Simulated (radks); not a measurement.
# Rb in [Ar] 3d10 4s2 4p5 5s1 4f1: an all-electron calculation

What are the levels of neutral rubidium, how large are its shells, and how does its energy divide?

The numbers are computed with radks (a radial shooting solver on a logarithmic mesh, Libxc functionals) version 1 (Dirac Kohn-Sham, PBE, spin-unpolarised, spherical densities, point nucleus; open shells fill j = l - 1/2 first), except any that are marked as measured or tabulated.

## (1) The system

```
element       : rubidium (Z = 37)
charge        : 0
electrons     : 37
configuration : [Ar] 3d10 4s2 4p5 5s1 4f1
```

## (2) The calculation

Input:

```text
Z 37
configuration [Ar] 3d10 4s2 4p5 5s1 4f1 4d0 5p0
relativity Dirac
functional pbe,pbe
spin unpolarised
j_filling energy
nucleus point
c 137.035999084
```

Launch:

```
$ python run_ks.py task.json out
```

This one command runs every case of the session in turn.

Q: Predict the outcome of this run.

**Answer**, as computed:

```
                        quantity                   value
                    total energy     -2980.72160 hartree
exchange-correlation share of it                  3.37 %
                            −T/E                  1.0285
          highest occupied level        4f5/2, -0.425 eV
    most extended occupied level  4f5/2, <r> = 16.6 bohr
 radius at density 0.001 e/bohr³               4.55 bohr
    maxima of the radial density                       4
```

5 principal shells are occupied and 4 maxima appear in the radial density; where shells overlap, one shows as a shoulder or not at all. −T/E is 1.029: with relativity the kinetic term as defined here no longer equals −E. This is not the tabulated ground configuration, so its levels and sizes aren't those of the ground state, and no measured value stands beside it.
